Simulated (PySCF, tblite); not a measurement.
# C4H8B2: geometry, infrared bands and NMR shifts

Wanted: the infrared bands and NMR shifts of C4H8B2 (`BCBCC#C`), by calculation.

Computed with tblite 0.8.0 and PySCF 2.14.0, with density-fitted response routines of our own, on a single molecule in the gas phase. Atoms are numbered from 0 throughout.

## (1) Starting geometry

14 atoms, charge 0, multiplicity 1; geometry from: force field or distance geometry start.

Bonds of the start (Å): B0–C1 1.60, C1–B2 1.59, B2–C3 1.61, C3–C4 1.46, C4–C5 1.20, B0–H6 1.19, B0–H7 1.18, C1–H8 1.11, C1–H9 1.10, B2–H10 1.18, C3–H11 1.12, C3–H12 1.09, C5–H13 1.06.

## (2) Relaxing the molecule with GFN2-xTB

The job: settings as JSON, then the geometry in Å.

```
{"job": {"kind": "relax", "xc": "GFN2-xTB", "basis": "xTB"}, "charge": 0, "multiplicity": 1}
B      2.203900     0.008500    -0.085500
C      0.960900    -0.571900    -0.908500
B     -0.146600    -1.087300     0.114100
C     -1.607300    -0.422000     0.114300
C     -1.522100     0.976400     0.527600
C     -1.455600     2.136300     0.843400
H      2.049900     0.956200     0.610700
H      3.271800    -0.472300    -0.188300
H      1.310600    -1.431200    -1.522300
H      0.552500     0.214900    -1.555000
H      0.078800    -1.983800     0.840000
H     -2.253000    -0.976000     0.847600
H     -2.060400    -0.501400    -0.879300
H     -1.383900     3.153100     1.129400
```

Command:

```bash
$ OMP_NUM_THREADS=1 python probes_run.py task.json out
```

This one command runs all jobs of the session in turn.

**Question.** This job is followed by: GFN2-xTB harmonic vibrations, gas phase; GIAO PBE0/pcSseg-1 NMR shielding, non-relativistic, gas phase. What will the session give for the following? strongest single infrared mode (GFN2-xTB); zero-point energy (GFN2-xTB); 13C shifts against TMS (PBE0/pcSseg-1); 1H shifts against TMS (PBE0/pcSseg-1, means over atoms taken as alike); 11B shifts against BF3·OEt2 (PBE0/pcSseg-1); surface potential, 1st and 99th percentile.

As calculated:

```
                                                              quantity                             value
                             strongest single infrared mode (GFN2-xTB)             1170 cm⁻¹, 250 km/mol
                                          zero-point energy (GFN2-xTB)                     65.4 kcal/mol
                                13C shifts against TMS (PBE0/pcSseg-1)        87.5, 76.1, 63.8, 24.4 ppm
1H shifts against TMS (PBE0/pcSseg-1, means over atoms taken as alike)  8.16, 7.70, 4.27, 2.56, 1.63 ppm
                           11B shifts against BF3·OEt2 (PBE0/pcSseg-1)                    89.2, 86.3 ppm
                                 surface potential, 1st and 99th percentile                -0.91 V and 1.61 V
```

What this shows: Over 126 steps the energy fell by 0.187 eV; of the close pairs, B0–C1 changed most, 1.600 to 1.568 Å. No mode is imaginary among the 36: a minimum at this level. The strongest single mode, at 1170 cm⁻¹, is carried by B2, H10, H8. GFN2-xTB is a fitted tight-binding method: band positions and strengths are rough. Its intensities can rank the bands wrongly. At PBE0/pcSseg-1: The widest tensor belongs to C4: span 294 ppm, with a paramagnetic part of -164 ppm. By nearest atom (PBE0/pcSseg-1), the HOMO sits on C5 44 %; C4 32 % and the LUMO on B0, B2 about 29 % each; H6, H7 about 8 % each.
